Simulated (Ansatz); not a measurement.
# Al: the cost of one run

Computed with Ansatz 0.2.0 (DFT PBE, scalar-relativistic, plane waves, PAW, unless a step's input says otherwise).

### Step 1. Starting point

Symmetry: Fm-3m, No. 225, cubic system. The conventional cell has a = 4.039 Å, b = 4.039 Å, c = 4.039 Å, α = 90.00°, β = 90.00°, γ = 90.00°. Al (site symmetry m-3m) has 12 Al at 2.86 Å as nearest neighbours.

As a file:

```cif
data_structure
_symmetry_space_group_name_H-M 'Fm-3m'
_symmetry_Int_Tables_number 225
_cell_length_a 4.0389
_cell_length_b 4.0389
_cell_length_c 4.0389
_cell_angle_alpha 90.000
_cell_angle_beta 90.000
_cell_angle_gamma 90.000
_cell_volume 65.89
loop_
_atom_site_label
_atom_site_type_symbol
_atom_site_symmetry_multiplicity
_atom_site_Wyckoff_symbol
_atom_site_fract_x
_atom_site_fract_y
_atom_site_fract_z
_atom_site_occupancy
Al1 Al 4 a 0.00000 0.00000 0.00000 1
```

The structure comes from the Materials Project (structure only).

(A quick probe on a coarse mesh, which set the mesh and smearing, is not shown.)

### Step 3. Full relaxation

input.yaml

```yaml
crystal:
  lattice:
    - [0.0, 2.01946485, 2.01946485]
    - [2.01946485, 0.0, 2.01946485]
    - [2.01946485, 2.01946485, 0.0]
  atoms:
    - { symbol: Al, position: [0.0, 0.0, 0.0] }
basis:
  ecutwfc: 420
kpoints:
  mp_grid: { grid: [18, 18, 18] }
hamiltonian:
  xc: pbe
scf:
  occupations: { method: gaussian, width: 0.1 }
output:
  forces: true
  stress: true
  eigenvalues: true
relax:
  adjacent_minimum: "off"
  f_tol: 0.005
  max_steps: 80
  cell: { stress_tol: 0.05 }
```

On the command line:

```sh
$ ansatz run input.yaml --threads 4 --pin off --max-ram 8192MiB --backend cpu --events-out ev --progress --plain --runs-dir out
```

Q: Estimate wall time and peak memory on 4 threads of Arm Neoverse V1, shared host.

About 1.5 s, with a peak of 0.28 GiB.
